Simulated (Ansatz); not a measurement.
# AlH5O2Si + H2O: a complex and its separated parts, part 2 of 2

Ansatz 0.2.0, Gaussian basis.

**13. CAM-B3LYP-D4/def2-TZVPP**

The inputs:

parta/in.yaml

```yaml
crystal:
  periodic: [false, false, false]
  atoms:
    - {symbol: Al, position_ang: [-0.213696, -0.361582, 0.764155]}
    - {symbol: O, position_ang: [1.313757, -0.665582, 1.422773]}
    - {symbol: O, position_ang: [-1.371938, -1.598779, 0.838797]}
    - {symbol: Si, position_ang: [-0.603027, 1.831458, -0.231077]}
    - {symbol: H, position_ang: [1.556954, -1.494663, 1.832767]}
    - {symbol: H, position_ang: [-2.260703, -1.524319, 0.496854]}
    - {symbol: H, position_ang: [-1.997646, 1.954612, -0.743177]}
    - {symbol: H, position_ang: [-0.390272, 2.920166, 0.762929]}
    - {symbol: H, position_ang: [0.319291, 2.075390, -1.375080]}
basis:
  gaussian: {orbitals: def2-TZVPP}
hamiltonian: {xc: {name: CAM-B3LYP}, dispersion: d4}
```

partb/in.yaml

```yaml
crystal:
  periodic: [false, false, false]
  atoms:
    - {symbol: O, position_ang: [0.865745, -1.198166, -1.181003]}
    - {symbol: H, position_ang: [1.083532, -0.532792, -1.837281]}
    - {symbol: H, position_ang: [1.697900, -1.405644, -0.750658]}
basis:
  gaussian: {orbitals: def2-TZVPP}
hamiltonian: {xc: {name: CAM-B3LYP}, dispersion: d4}
```

Each run has its own folder and the same command.

On the command line:

```
$ ansatz run in.yaml --threads 8 --pin off --events-out ev --progress --plain --max-ram 19148MiB
```

Output in parta, shortened:

```text
Functional definition: CAM-B3LYP
  name "CAM-B3LYP"
  cite "Yanai, Tew & Handy, Chem. Phys. Lett. 393, 51 (2004) doi:10.1016/j.cplett.2004.06.011"
  cite "Iikura, Tsuneda, Yanai & Hirao, J. Chem. Phys. 115, 3540 (2001) doi:10.1063/1.1383587"
  cite "Becke, Phys. Rev. A 38, 3098 (1988) doi:10.1103/PhysRevA.38.3098"
  cite "Lee, Yang & Parr, Phys. Rev. B 37, 785 (1988) doi:10.1103/PhysRevB.37.785"
[...]
  # Exact exchange under (alpha + beta erf(omega r))/r, Becke's under what is left of 1/r.
[...]
1176 factors; their error is unknown
300 factors; integrals over basis functions are off by at most 1.5e-5 eV
[...]
mean field -18654.62442042 eV, -685.5448028919 hartree, gradient 4.1e-5 eV, S^2 0.000000; 0 other end points of the search recorded, 0 dependent functions left out
reference -18654.62455943 eV, -685.5448080003 hartree; 24, 24 occupied and 192, 192 virtual orbitals, 1176 factors
Total energy: -18654.76084574 eV, -685.5498164299 hartree
```

Output in partb, shortened:

```text
[... 6 set-up lines as earlier in the session ...]
[...]
  # Exact exchange under (alpha + beta erf(omega r))/r, Becke's under what is left of 1/r.
[...]
269 factors; their error is unknown
72 factors; integrals over basis functions are off by at most 2.3e-5 eV
[...]
mean field -2079.99968723 eV, -76.4385786312 hartree, gradient 1.1e-5 eV, S^2 0.000000; 0 other end points of the search recorded, 0 dependent functions left out
reference -2079.99975466 eV, -76.4385811092 hartree; 5, 5 occupied and 54, 54 virtual orbitals, 269 factors
Total energy: -2080.00382058 eV, -76.4387305292 hartree
```

They took 1.5 s (parta), 0.25 s (partb) on 8 threads of Arm Neoverse V1, shared host.

**14. wB97X-V/def2-TZVPP**

The same edit goes into each in.yaml of step 13 (parta, partb):

```diff
-hamiltonian: {xc: {name: CAM-B3LYP}, dispersion: d4}
+hamiltonian: {xc: {name: wB97X-V}}
```

The same command starts each run, in its folder.

On the command line:

```
$ ansatz run in.yaml --threads 8 --pin off --events-out ev --progress --plain --max-ram 19148MiB
```

Log of parta, shortened:

```text
Functional definition: wB97X-V
  name "wB97X-V"
  cite "Mardirossian & Head-Gordon, Phys. Chem. Chem. Phys. 16, 9904 (2014) doi:10.1039/C3CP54374A"
[... 2 set-up lines as earlier in the session ...]
[...]
      + integral(e_c_pw_opposite_spin*poly(b97_u_opposite, cos0, cos1)) + vv10(b, c)
1176 factors; their error is unknown
274 factors; integrals over basis functions are off by at most 1.3e-5 eV
[...]
mean field -18651.76879156 eV, -685.4398604669 hartree, gradient 5.0e-5 eV, S^2 0.000000; 0 other end points of the search recorded, 0 dependent functions left out
reference -18651.76878920 eV, -685.4398603800 hartree; 24, 24 occupied and 192, 192 virtual orbitals, 1176 factors
Total energy: -18651.76878920 eV, -685.4398603800 hartree
```

Output in partb, shortened:

```text
[... 5 set-up lines as earlier in the session ...]
[...]
      + integral(e_c_pw_opposite_spin*poly(b97_u_opposite, cos0, cos1)) + vv10(b, c)
269 factors; their error is unknown
69 factors; integrals over basis functions are off by at most 2.2e-5 eV
[...]
mean field -2079.88767029 eV, -76.4344620845 hartree, gradient 2.2e-5 eV, S^2 0.000000; 0 other end points of the search recorded, 0 dependent functions left out
reference -2079.88766939 eV, -76.4344620516 hartree; 5, 5 occupied and 54, 54 virtual orbitals, 269 factors
Total energy: -2079.88766939 eV, -76.4344620516 hartree
```

Times: 6.5 s (parta), 0.35 s (partb) on 8 threads of Arm Neoverse V1, shared host.

**15. wB97M-V/def2-TZVPP**

The same edit goes into each in.yaml of step 14 (parta, partb):

```diff
-hamiltonian: {xc: {name: wB97X-V}}
+hamiltonian: {xc: {name: wB97M-V}}
```

The same command starts each run, in its folder.

On the command line:

```
$ ansatz run in.yaml --threads 8 --pin off --events-out ev --progress --plain --max-ram 19148MiB
```

Log of parta, shortened:

```text
Functional definition: wB97M-V
  name "wB97M-V"
  cite "Mardirossian & Head-Gordon, J. Chem. Phys. 144, 214110 (2016) doi:10.1063/1.4952647"
[... 2 set-up lines as earlier in the session ...]
  # Of w^i u^j: cxij and so on, Table III.
[...]
  gx(w, u) = 1 - cx + cx01*u + cx10*w
[...]
      + integral(e_c_pw_mod_opposite_spin*gos(b97_w_opposite, b97_u_opposite)) + vv10(b, c)
1160 factors; their error is unknown
274 factors; integrals over basis functions are off by at most 1.3e-5 eV
[...]
mean field -18653.04452298 eV, -685.4867427320 hartree, gradient 8.6e-6 eV, S^2 0.000000; 0 other end points of the search recorded, 0 dependent functions left out
reference -18653.04458044 eV, -685.4867448433 hartree; 24, 24 occupied and 192, 192 virtual orbitals, 1160 factors
Total energy: -18653.04458044 eV, -685.4867448433 hartree
```

partb printed, shortened:

```text
[... 5 set-up lines as earlier in the session ...]
  # Of w^i u^j: cxij and so on, Table III.
[...]
  gx(w, u) = 1 - cx + cx01*u + cx10*w
[...]
      + integral(e_c_pw_mod_opposite_spin*gos(b97_w_opposite, b97_u_opposite)) + vv10(b, c)
269 factors; their error is unknown
69 factors; integrals over basis functions are off by at most 2.2e-5 eV
[...]
mean field -2079.85937932 eV, -76.4334224109 hartree, gradient 2.9e-5 eV, S^2 0.000000; 0 other end points of the search recorded, 0 dependent functions left out
reference -2079.85940133 eV, -76.4334232197 hartree; 5, 5 occupied and 54, 54 virtual orbitals, 269 factors
Total energy: -2079.85940133 eV, -76.4334232197 hartree
```

Times: 8 s (parta), 0.35 s (partb) on 8 threads of Arm Neoverse V1, shared host.

**16. B2PLYP/def2-TZVPP**

The same edit goes into each in.yaml of step 15 (parta, partb):

```diff
-hamiltonian: {xc: {name: wB97M-V}}
+hamiltonian: {xc: {name: B2PLYP}}
```

The same command starts each run, in its folder.

On the command line:

```
$ ansatz run in.yaml --threads 8 --pin off --events-out ev --progress --plain --max-ram 19148MiB
```

Output in parta, shortened:

```text
Functional definition: B2PLYP
  name "B2PLYP"
  cite "Grimme, J. Chem. Phys. 124, 034108 (2006) doi:10.1063/1.2148954"
[... 2 set-up lines as earlier in the session ...]
[...]
1285 factors; integrals over basis functions are off by at most 7.0e-4 eV
[...]
mean field -18640.36616225 eV, -685.0208215686 hartree, gradient 9.0e-6 eV, S^2 0.000000; 0 other end points of the search recorded, 0 dependent functions left out
12 core orbitals not correlated: weight in the atoms' cores, before any rotation towards them, 1.000 or more for the frozen orbitals, at most 0.000 for the correlated occupied ones
reference -18640.36634089 eV, -685.0208281335 hartree; 12, 12 occupied and 192, 192 virtual orbitals, 1285 factors
second order -22.67696603 eV of doubles, -0.00000000 eV of singles
Total energy: -18646.48912172 eV, -685.2458361788 hartree
```

partb printed, shortened:

```text
[... 5 set-up lines as earlier in the session ...]
[...]
361 factors; integrals over basis functions are off by at most 8.3e-4 eV
[...]
mean field -2077.03828252 eV, -76.3297490154 hartree, gradient 1.2e-6 eV, S^2 0.000000; 0 other end points of the search recorded, 0 dependent functions left out
1 core orbitals not correlated: weight in the atoms' cores, before any rotation towards them, 1.000 or more for the frozen orbitals, at most 0.000 for the correlated occupied ones
reference -2077.03836754 eV, -76.3297521400 hartree; 4, 4 occupied and 54, 54 virtual orbitals, 361 factors
second order -8.41869881 eV of doubles, -0.00000000 eV of singles
Total energy: -2079.31141622 eV, -76.4132851383 hartree
```

Times: 5.5 s (parta), 0.25 s (partb) on 8 threads of Arm Neoverse V1, shared host.

**17. PBE-QIDH/def2-TZVPP**

Each input of step 16 (parta, partb) changes in the same lines:

```diff
-hamiltonian: {xc: {name: B2PLYP}}
+hamiltonian: {xc: {name: PBE-QIDH}}
```

One command serves all of them, each in its own folder.

On the command line:

```
$ ansatz run in.yaml --threads 8 --pin off --events-out ev --progress --plain --max-ram 19148MiB
```

parta printed, shortened:

```text
Functional definition: PBE-QIDH
  name "PBE-QIDH"
  cite "Brémond, Sancho-García, Pérez-Jiménez & Adamo, J. Chem. Phys. 141, 031101 (2014) doi:10.1063/1.4890314"
[... 1 set-up line as earlier in the session ...]
[...]
1285 factors; integrals over basis functions are off by at most 7.0e-4 eV
[...]
mean field -18632.41583330 eV, -684.7286523687 hartree, gradient 7.7e-6 eV, S^2 0.000000; 0 other end points of the search recorded, 0 dependent functions left out
12 core orbitals not correlated: weight in the atoms' cores, before any rotation towards them, 1.000 or more for the frozen orbitals, at most 0.000 for the correlated occupied ones
reference -18632.41584752 eV, -684.7286528914 hartree; 12, 12 occupied and 192, 192 virtual orbitals, 1285 factors
second order -21.03784968 eV of doubles, -0.00000000 eV of singles
Total energy: -18639.42846408 eV, -684.9863617966 hartree
```

Output in partb, shortened:

```text
[... 4 set-up lines as earlier in the session ...]
[...]
361 factors; integrals over basis functions are off by at most 8.3e-4 eV
[...]
mean field -2075.58435658 eV, -76.2763182228 hartree, gradient 2.2e-6 eV, S^2 0.000000; 0 other end points of the search recorded, 0 dependent functions left out
1 core orbitals not correlated: weight in the atoms' cores, before any rotation towards them, 1.000 or more for the frozen orbitals, at most 0.000 for the correlated occupied ones
reference -2075.58436207 eV, -76.2763184246 hartree; 4, 4 occupied and 54, 54 virtual orbitals, 361 factors
second order -7.85896924 eV of doubles, -0.00000000 eV of singles
Total energy: -2078.20401849 eV, -76.3725890222 hartree
```

They took 4.7 s (parta), 0.35 s (partb) on 8 threads of Arm Neoverse V1, shared host.

**18. RPA on PBE/def2-TZVPP**

Each input of step 17 (parta, partb) changes in the same lines:

```diff
-hamiltonian: {xc: {name: PBE-QIDH}}
+hamiltonian: {xc: pbe}
+correlation: {method: rpa}
```

Each run has its own folder and the same command.

On the command line:

```
$ ansatz run in.yaml --threads 8 --pin off --events-out ev --progress --plain --max-ram 19148MiB
```

Output in parta, shortened:

```text
[... 4 set-up lines as earlier in the session ...]
[...]
1285 factors; integrals over basis functions are off by at most 7.0e-4 eV
[...]
mean field -18643.17614168 eV, -685.1240864081 hartree, gradient 3.3e-6 eV, S^2 0.000000; 2 other end points of the search recorded, 0 dependent functions left out
12 core orbitals not correlated: weight in the atoms' cores, before any rotation towards them, 1.000 or more for the frozen orbitals, at most 0.000 for the correlated occupied ones
reference -18602.83295465 eV, -683.6415016305 hartree; 12, 12 occupied and 192, 192 virtual orbitals, 1285 factors
Total energy: -18633.68806598 eV, -684.7754060573 hartree
```

Log of partb, shortened:

```text
[... 4 set-up lines as earlier in the session ...]
[...]
361 factors; integrals over basis functions are off by at most 8.3e-4 eV
[...]
mean field -2078.40754693 eV, -76.3800685544 hartree, gradient 7.8e-6 eV, S^2 0.000000; 0 other end points of the search recorded, 0 dependent functions left out
1 core orbitals not correlated: weight in the atoms' cores, before any rotation towards them, 1.000 or more for the frozen orbitals, at most 0.000 for the correlated occupied ones
reference -2069.53697458 eV, -76.0540810334 hartree; 4, 4 occupied and 54, 54 virtual orbitals, 361 factors
Total energy: -2080.48258736 eV, -76.4563248839 hartree
```

They took 5 s (parta), 0.25 s (partb) on 8 threads of Arm Neoverse V1, shared host.

**19. CCSD(T)/def2-TZVPP**

The same edit goes into each in.yaml of step 18 (parta, partb):

```diff
-hamiltonian: {xc: pbe}
-correlation: {method: rpa}
+correlation: {method: ccsd_t}
```

Each run has its own folder and the same command.

On the command line:

```
$ ansatz run in.yaml --threads 8 --pin off --events-out ev --progress --plain --max-ram 19148MiB
```

parta printed, shortened:

```text
Functional definition: HF
  name "HF"
  cite "Fock, Z. Phys. 61, 126 (1930) doi:10.1007/BF01340294"
[... 1 set-up line as earlier in the session ...]
[...]
1285 factors; integrals over basis functions are off by at most 7.0e-4 eV
[...]
mean field -18604.30403786 eV, -683.6955629413 hartree, gradient 1.1e-6 eV, S^2 0.000000; 0 other end points of the search recorded, 0 dependent functions left out
12 core orbitals not correlated: weight in the atoms' cores, before any rotation towards them, 1.000 or more for the frozen orbitals, at most 0.000 for the correlated occupied ones
reference -18604.30403786 eV, -683.6955629413 hartree; 12, 12 occupied and 192, 192 virtual orbitals, 1285 factors
second order -18.73765131 eV of doubles, -0.00000000 eV of singles
cycle   1  -19.04986137 eV  change   -3.1e-1 eV  update   1.0e-1
[...]
cycle   9  -19.63254118 eV  change   -1.9e-5 eV  update   2.0e-5
perturbative correction -0.66882517 eV, -0.0245788717 hartree
Total energy: -18624.60540421 eV, -684.4416243939 hartree
```

partb printed, shortened:

```text
[... 4 set-up lines as earlier in the session ...]
[...]
361 factors; integrals over basis functions are off by at most 8.3e-4 eV
[...]
mean field -2069.76241805 eV, -76.0623659279 hartree, gradient 3.6e-6 eV, S^2 0.000000; 0 other end points of the search recorded, 0 dependent functions left out
1 core orbitals not correlated: weight in the atoms' cores, before any rotation towards them, 1.000 or more for the frozen orbitals, at most 0.000 for the correlated occupied ones
reference -2069.76241805 eV, -76.0623659279 hartree; 4, 4 occupied and 54, 54 virtual orbitals, 361 factors
second order -7.10554904 eV of doubles, -0.00000000 eV of singles
cycle   1  -7.11161453 eV  change   -6.1e-3 eV  update   4.1e-2
[...]
cycle   8  -7.26606828 eV  change    3.4e-6 eV  update   7.2e-6
perturbative correction -0.20740123 eV, -0.0076218545 hartree
Total energy: -2077.23588756 eV, -76.3370108666 hartree
```

Times: 31 s (parta), 0.45 s (partb) on 8 threads of Arm Neoverse V1, shared host; peak memory 3 GiB.

**20. Vibrations of AlH5O2Si**

vib-parta/in.yaml reads:

```yaml
crystal:
  periodic: [false, false, false]
  atoms:
    - {symbol: Al, position_ang: [-0.213696, -0.361582, 0.764155]}
    - {symbol: O, position_ang: [1.313757, -0.665582, 1.422773]}
    - {symbol: O, position_ang: [-1.371938, -1.598779, 0.838797]}
    - {symbol: Si, position_ang: [-0.603027, 1.831458, -0.231077]}
    - {symbol: H, position_ang: [1.556954, -1.494663, 1.832767]}
    - {symbol: H, position_ang: [-2.260703, -1.524319, 0.496854]}
    - {symbol: H, position_ang: [-1.997646, 1.954612, -0.743177]}
    - {symbol: H, position_ang: [-0.390272, 2.920166, 0.762929]}
    - {symbol: H, position_ang: [0.319291, 2.075390, -1.375080]}
basis:
  gaussian: {orbitals: def2-TZVP}
hamiltonian: {xc: pbe0, dispersion: d4}
phonons: {temperatures: {t_min: 298.15, t_max: 900, t_step: 200}}
```

On the command line:

```
$ ansatz run in.yaml --threads 8 --pin off --events-out ev --progress --plain --max-ram 19148MiB
```

Output, shortened:

```text
[... 5 set-up lines as earlier in the session ...]
[...]
1069 factors; their error is unknown
[...]
mean field -18644.50496603 eV, -685.1729198023 hartree, gradient 5.2e-5 eV, S^2 0.000000; 0 other end points of the search recorded, 0 dependent functions left out
[...]
Atom 7 at    -0.390272     2.920166     0.762929 Å, force     0.000207     0.001038    -0.000349 eV/Å
Atom 8 at     0.319291     2.075390    -1.375080 Å, force     0.000364     0.000577    -0.000095 eV/Å
Dipole moment:    -0.233476    -0.138274    -0.028090 e Å
Vibrations: 27.42 119.45 196.20 205.03 331.01 369.78 379.93 456.41 465.37 603.55 627.49 796.24 870.03 916.25 939.98 940.53 2202.57 2211.54 2215.16 3950.09 3967.70 cm⁻¹, zero-point energy 1.412907 eV
```

Wall time 45 s (8 threads of Arm Neoverse V1, shared host).

The modes, with what each moves most:

| mode | wavenumber (cm⁻¹) | character |
| --- | --- | --- |
| 1 | 27 | torsion |
| 2 | 119 | bend |
| 3 | 196 | torsion |
| 4 | 205 | bend |
| 5 | 331 | torsion |
| 6 | 370 | torsion |
| 7 | 380 | Al–Si stretch |
| 8 | 456 | bend |
| 9 | 465 | bend |
| 10 | 604 | bend |
| 11 | 627 | bend |
| 12 | 796 | Al–O stretch |
| 13 | 870 | bend |
| 14 | 916 | Al–O stretch |
| 15 | 940 | bend with torsion |
| 16 | 941 | bend with torsion |
| 17 | 2203 | Si–H stretch |
| 18 | 2212 | Si–H stretch |
| 19 | 2215 | Si–H stretch |
| 20 | 3950 | O–H stretch |
| 21 | 3968 | O–H stretch |

Vibrational sums (real modes only):

```csv
T (K),entropy (J/mol/K),heat capacity (J/mol/K)
298,83.1,81.7
498,132.3,109.1
698,171.7,124.3
898,204.3,134.5
```

Modes under 50 cm⁻¹ weigh heavily in the entropy, and the harmonic picture is poor for them.

**21. Vibrations of H2O**

vib-partb/in.yaml reads:

```yaml
crystal:
  periodic: [false, false, false]
  atoms:
    - {symbol: O, position_ang: [0.865745, -1.198166, -1.181003]}
    - {symbol: H, position_ang: [1.083532, -0.532792, -1.837281]}
    - {symbol: H, position_ang: [1.697900, -1.405644, -0.750658]}
basis:
  gaussian: {orbitals: def2-TZVP}
hamiltonian: {xc: pbe0, dispersion: d4}
phonons: {temperatures: {t_min: 298.15, t_max: 900, t_step: 200}}
```

On the command line:

```
$ ansatz run in.yaml --threads 8 --pin off --events-out ev --progress --plain --max-ram 19148MiB
```

Output, shortened:

```text
[... 5 set-up lines as earlier in the session ...]
[...]
239 factors; their error is unknown
[...]
mean field -2078.33307677 eV, -76.3773318264 hartree, gradient 1.2e-5 eV, S^2 0.000000; 0 other end points of the search recorded, 0 dependent functions left out
[...]
Total energy: -2078.33734656 eV, -76.3774887383 hartree
Atom 0 at     0.865745    -1.198166    -1.181003 Å, force    -0.001652     0.001425    -0.001937 eV/Å
Atom 1 at     1.083532    -0.532792    -1.837281 Å, force    -0.000027    -0.001334     0.001418 eV/Å
Atom 2 at     1.697900    -1.405644    -0.750658 Å, force     0.001679    -0.000091     0.000519 eV/Å
Dipole moment:     0.387155     0.168837    -0.083302 e Å
Vibrations: 1622.83 3851.63 3959.41 cm⁻¹, zero-point energy 0.584825 eV
```

It took 1.1 s on 8 threads of Arm Neoverse V1, shared host.

The modes, with what each moves most:

| mode | wavenumber (cm⁻¹) | character |
| --- | --- | --- |
| 1 | 1623 | bend |
| 2 | 3852 | O–H stretch |
| 3 | 3959 | O–H stretch |

Vibrational sums (real modes only):

| T (K) | entropy (J/mol/K) | heat capacity (J/mol/K) |
| --- | --- | --- |
| 298 | 0.0 | 0.2 |
| 498 | 0.4 | 1.7 |
| 698 | 1.4 | 3.9 |
| 898 | 2.6 | 6.1 |

**22. Complex less separated parts**

The complex's own energies come from single points at the same levels.

Rows are in def2-TZVPP; times add the 3 runs of a level on a shared host, so small differences are noise.

Differences are taken before rounding.

```
      method                    rung  complex less parts (kJ/mol)  from CCSD(T) (kJ/mol)   time
       SPW92                     LDA                       -110.4                  -28.3  2.1 s
      PBE-D4                     GGA                        -81.8                   +0.3  3.2 s
     BLYP-D4                     GGA                        -73.6                   +8.5  2.9 s
   r2SCAN-D4                meta-GGA                        -89.5                   -7.4  5.7 s
      B97M-V                meta-GGA                        -85.0                   -2.9   10 s
     PBE0-D4                  hybrid                        -85.7                   -3.5  4.1 s
    B3LYP-D4                  hybrid                        -79.1                   +3.0  3.5 s
  r2SCAN0-D4                  hybrid                        -91.3                   -9.2    7 s
    BHLYP-D4                  hybrid                        -85.3                   -3.1    4 s
CAM-B3LYP-D4  range-separated hybrid                        -85.1                   -3.0  4.2 s
     wB97X-V  range-separated hybrid                        -84.4                   -2.3   12 s
     wB97M-V  range-separated hybrid                        -86.3                   -4.2   15 s
      B2PLYP           double hybrid                        -74.9                   +7.2  9.8 s
    PBE-QIDH           double hybrid                        -85.1                   -3.0  9.2 s
  RPA on PBE                     RPA                        -75.3                   +6.8   11 s
Hartree-Fock            wavefunction                        -64.7                  +17.4       
         MP2            wavefunction                        -81.7                   +0.4       
        CCSD            wavefunction                        -79.4                   +2.7       
     CCSD(T)            wavefunction                        -82.1                      0  3 min
```

Among the levels timed on like hardware and quicker than the yardstick, those that no quicker one beats, quickest first: SPW92 (2.1 s, -28.3 kJ/mol); BLYP-D4 (2.9 s, +8.5 kJ/mol); PBE-D4 (3.2 s, +0.3 kJ/mol).

PBE-D4 reaches 0.3 kJ/mol from the reference in 3.2 s, where CCSD(T) took 3 min; the quickest level in the cost chart, SPW92, takes 2.1 s and misses by 28.3 kJ/mol.

The complex's zero-point energy, from a separate PBE0-D4 run, is 2.101 eV.

**23. Summary of results**

This closing draws on all 2 parts.

```
                              quantity         value
complex less parts, CCSD(T)/def2-TZVPP  -82.1 kJ/mol
                with zero-point energy  -72.1 kJ/mol
                 largest T1 diagnostic         0.014
```

**Reading.** At CCSD(T) the complex lies 82.1 kJ/mol below its parts. PBE-D4 is the best functional here (+0.3 kJ/mol from CCSD(T)); SPW92 is the worst (-28.3 kJ/mol). By rung, the mean size of the error is: LDA 28.3, GGA 4.4, meta-GGA 5.2, hybrid 4.7, range-separated hybrid 3.2, double hybrid 5.1 kJ/mol. PBE-D4 gives a relative energy 0.3 kJ/mol too high, inside chemical accuracy (1 kcal/mol, 4.2 kJ/mol). No counterpoise was applied, and triple zeta lacks some correlation, so the CCSD(T) reference has a basis error of its own, and close matches with it are partly luck.
